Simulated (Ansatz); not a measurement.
Crystal: V2CuO6.

```
Cu V O
1.0
     3.65439    0.00000    0.00000
     1.36931    4.77531    0.00000
     0.54808    1.46568    6.61290
Cu V O
1 2 6
Direct
  0.00000 0.00000 0.00000
  0.80110 0.43909 0.32404
  0.19890 0.56091 0.67596
  0.71477 0.55489 0.59415
  0.28523 0.44511 0.40585
  0.73047 0.70943 0.11596
  0.26953 0.29057 0.88404
  0.93312 0.12005 0.25077
  0.06688 0.87995 0.74923
```

The cell is a database's computed one.

- Program: Ansatz 0.2.0
- Task: relaxation of cell and atoms
- Functional: PBEsol
- Potentials or basis: Ansatz PAW
- Cutoff: 420 eV (not typed: the program's choice for these potentials)
- k mesh: 8 × 6 × 4
- Occupations: fermi-dirac, width 0.05 eV
- Spin: collinear spin, ferromagnetic start
- Starting moments: [0.6, 2.0, 2.0, 0.0, 0.0, 0.0, 0.0, 0.0, 0.0] μB

At the start: volume 12.82 Å³/atom.

**Question.** How do energy, volume and symmetry change on relaxing?

**Answer.** It ends after 18 steps and the volume is 12.64 Å³/atom (-1.4 %); space group P-1 (No. 2, to 0.05 Å); moment 1.00 μB per cell.

Step by step:
| step | energy change (eV) | largest force (eV/Å) | volume (Å³) |
| --- | --- | --- | --- |
| 1 | 0.0000 | 1.0561 | 115.40 |
| 2 | -0.1766 | 0.4151 | 111.38 |
| 3 | -0.2150 | 0.0626 | 109.22 |
| 4 | -0.2136 | 0.0797 | 111.28 |
| 5 | -0.2126 | 0.0949 | 112.41 |
| 6 | -0.2103 | 0.3656 | 113.08 |
| 7 | -0.2099 | 0.1784 | 114.15 |
| 8 | -0.2172 | 0.0162 | 113.18 |
| 9 | -0.2171 | 0.0199 | 113.21 |
| 10 | -0.2176 | 0.0038 | 113.13 |
| 11 | -0.2123 | 0.0038 | 113.13 |
| 12 | -0.2120 | 0.0236 | 113.32 |
| 13 | -0.2117 | 0.0089 | 113.42 |
| 14 | -0.2113 | 0.0043 | 113.52 |
| 15 | -0.2132 | 0.0042 | 113.52 |
| 16 | -0.2123 | 0.0125 | 113.74 |
| 17 | -0.2122 | 0.0031 | 113.76 |
| 18 | -0.2132 | 0.0031 | 113.76 |

Final structure:
```
Cu V O
1.0
     3.58766   -0.01604   -0.01818
     1.32335    4.78193   -0.14112
     0.49873    1.28116    6.58421
Cu V O
1 2 6
Direct
  0.00000 0.00000 0.00000
  0.78227 0.46991 0.31566
  0.21773 0.53009 0.68434
  0.73542 0.50313 0.60677
  0.26458 0.49687 0.39323
  0.72053 0.72907 0.11712
  0.27947 0.27093 0.88288
  0.90853 0.15930 0.23755
  0.09147 0.84070 0.76245
```

Caveat: the plane-wave basis is chosen anew once the cell has moved, so the energies of steps on either side of that aren't comparable; the pressure holds a Pulay correction of +0.7 GPa for the finite cutoff; a cell with one magnetic atom can't hold antiferromagnetic order, which such compounds often take; the PAW data sets come from PBE, with cores solved anew for the run's functional, which leaves a small shift of forces and pressure.
